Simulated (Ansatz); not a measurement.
# Li: molecular dynamics

Aim: ramp the temperature up and watch the lattice. Runs: 200 steps of 1 fs under a Langevin thermostat, set from 300 K to 900 K by a schedule. The start is the crystal (bcc), its volume scaled by 1.05.

Method: DFT PBE, plane waves, PAW, scalar-relativistic, no spin polarisation, in Ansatz 0.2.0.

## Step 1: The structure to begin with

The cell holds 16 atoms (Li16): a = 7.094 Å, b = 7.094 Å, c = 7.094 Å, α = 90.00°, β = 90.00°, γ = 90.00°.

Structure file:

```
CELL_PARAMETERS angstrom
7.09445 0.00000 0.00000
0.00000 7.09445 0.00000
0.00000 0.00000 7.09445
ATOMIC_POSITIONS crystal
Li 0.00000 0.00000 0.00000
Li 0.50000 0.00000 0.00000
Li 0.00000 0.50000 0.00000
Li 0.00000 0.00000 0.50000
Li 0.25000 0.25000 0.25000
Li 0.50000 0.50000 0.00000
Li 0.50000 0.00000 0.50000
Li 0.75000 0.25000 0.25000
Li 0.00000 0.50000 0.50000
Li 0.25000 0.75000 0.25000
Li 0.25000 0.25000 0.75000
Li 0.50000 0.50000 0.50000
Li 0.75000 0.75000 0.25000
Li 0.75000 0.25000 0.75000
Li 0.25000 0.75000 0.75000
Li 0.75000 0.75000 0.75000
```

## Step 2: The run

200 steps of 1 fs under a Langevin thermostat, set from 300 K to 900 K by a schedule.

input.yaml reads:

```yaml
crystal:
  lattice:
    - [7.094447, 0.0, 0.0]
    - [0.0, 7.094447, 0.0]
    - [0.0, 0.0, 7.094447]
  atoms:
    - { symbol: Li, position: [0.0, 0.0, 0.0] }
    - { symbol: Li, position: [0.5, 0.0, 0.0] }
    - { symbol: Li, position: [0.0, 0.5, 0.0] }
    - { symbol: Li, position: [0.0, 0.0, 0.5] }
    - { symbol: Li, position: [0.25, 0.25, 0.25] }
    - { symbol: Li, position: [0.5, 0.5, 0.0] }
    - { symbol: Li, position: [0.5, 0.0, 0.5] }
    - { symbol: Li, position: [0.75, 0.25, 0.25] }
    - { symbol: Li, position: [0.0, 0.5, 0.5] }
    - { symbol: Li, position: [0.25, 0.75, 0.25] }
    - { symbol: Li, position: [0.25, 0.25, 0.75] }
    - { symbol: Li, position: [0.5, 0.5, 0.5] }
    - { symbol: Li, position: [0.75, 0.75, 0.25] }
    - { symbol: Li, position: [0.75, 0.25, 0.75] }
    - { symbol: Li, position: [0.25, 0.75, 0.75] }
    - { symbol: Li, position: [0.75, 0.75, 0.75] }
basis:
  ecutwfc: 420.0
kpoints:
  mp_grid: { grid: [3, 3, 3] }
hamiltonian:
  xc: pbe
scf:
  occupations: { method: fermi_dirac, width: 0.1 }
  lower_state_search: "off"
md:
  timestep: 1
  n_steps: 200
  ensemble: nvt_langevin
  temperature: 300.0
  initial_velocities: maxwell_boltzmann
  seed: 419465
  friction: 0.02
  temperature_schedule: [{ n_steps: 200, end_temperature: 900.0 }]
```

On the command line:

```
$ ansatz run input.yaml --threads 1 --pin off --max-ram 3072MiB --backend cpu --events-out ev --progress --plain --runs-dir out
```

**Question.** What will these runs give? Wanted: temperature, first and last step; temperature, second half; potential energy, second half; mean square displacement, second half.

The runs gave:

```
                             quantity                          value
                               length              200 steps of 1 fs
     temperature, first and last step                  281 and 603 K
             temperature, second half  mean 576 K, from 342 to 815 K
        potential energy, second half    +66 meV/atom from the start
mean square displacement, second half                    Li 0.226 Å²
```

Under a schedule from 300 to 900 K over 200 fs, the atoms average 625 K over the last tenth of the run. Such a rate, of order 10^15 K/s, is far beyond any furnace or quench, and the atoms lag the set-point. Counted from the crystal's sites, with the common drift removed, the atoms stand 0.55 Å away over the last tenth of the run (root mean square), 18 % of the neighbour distance: near the range, 10 to 20 % and a little above, in which crystals usually melt. A run of 200 fs with 16 atoms shows the motion but fixes no equilibrium value.
